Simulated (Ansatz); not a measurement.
# C2H4AlFO: how energies converge with the basis set

One table from this session's results is given with a row withheld; the runs are named, their logs left out.

The runs use Ansatz 0.2.0, Gaussian basis; one geometry, several basis sets.

The runs, in order: PBE0-D4/def2-SVP; ωB97M-V/def2-SVP; PBE0-D4/def2-QZVPP; ωB97M-V/def2-QZVPP; the functionals' def2-TZVPP values are taken from earlier runs.

**The relaxed structure**

All runs share one geometry, relaxed beforehand with PBE0-D4 in a triple-zeta def2 set.

SMILES `[OH][AlH]/[CH]=C/F`, 9 atoms, charge 0, spin multiplicity 1.

Atoms are counted from 1 here; the program's logs count them from 0.

Bond lengths: O1–Al2 1.699 Å, O1–H6 0.955 Å, Al2–C3 1.922 Å, Al2–H7 1.582 Å, C3–C4 1.325 Å, C3–H8 1.088 Å, C4–F5 1.339 Å, C4–H9 1.086 Å. Angles: Al2–O1–H6 123.8°, O1–Al2–C3 114.3°, O1–Al2–H7 121.0°, C3–Al2–H7 124.8°, Al2–C3–C4 118.8°, Al2–C3–H8 124.6°, C4–C3–H8 116.6°, C3–C4–F5 123.2°, C3–C4–H9 125.9°, F5–C4–H9 110.9°.

Set-up of the first run:

The input, in.yaml:

```yaml
crystal:
  periodic: [false, false, false]
  atoms:
    - {symbol: O, position_ang: [-0.560690, 1.920376, -0.059526]}
    - {symbol: Al, position_ang: [0.308463, 0.761649, -0.946900]}
    - {symbol: C, position_ang: [0.380334, -0.973178, -0.123787]}
    - {symbol: C, position_ang: [-0.224995, -1.152955, 1.041382]}
    - {symbol: F, position_ang: [-0.229922, -2.323123, 1.691709]}
    - {symbol: H, position_ang: [-0.681341, 2.824680, -0.342034]}
    - {symbol: H, position_ang: [0.982804, 1.132735, -2.329135]}
    - {symbol: H, position_ang: [0.889077, -1.837452, -0.546118]}
    - {symbol: H, position_ang: [-0.775130, -0.398933, 1.597311]}
basis:
  gaussian: {orbitals: def2-SVP}
hamiltonian: {xc: pbe0, dispersion: d4}
output: {orbitals: {seedname: orbitals}}
```

On the command line:

```
ansatz run in.yaml --threads 2 --pin off --events-out ev --progress --plain --max-ram 4352MiB
```

Steps of the session up to this table: PBE0-D4 in def2-SVP; ωB97M-V in def2-SVP; PBE0-D4 in def2-QZVPP; ωB97M-V in def2-QZVPP.

One of the session's tables, all rows but one given; the rest of the session is left out.

It belongs to the step «Functionals by basis». 

```
functional       basis  HOMO (eV)
   PBE0-D4    def2-SVP      -7.68
   PBE0-D4  def2-TZVPP      -7.81
   PBE0-D4  def2-QZVPP      -7.84
   ωB97M-V    def2-SVP          ?
   ωB97M-V  def2-TZVPP     -10.04
   ωB97M-V  def2-QZVPP     -10.08
```

Estimate the missing values for ωB97M-V, def2-SVP.

The run gave: HOMO (eV): -9.89. In the column «HOMO (eV)» it lies between ωB97M-V, def2-TZVPP (-10.04) and PBE0-D4, def2-QZVPP (-7.84).
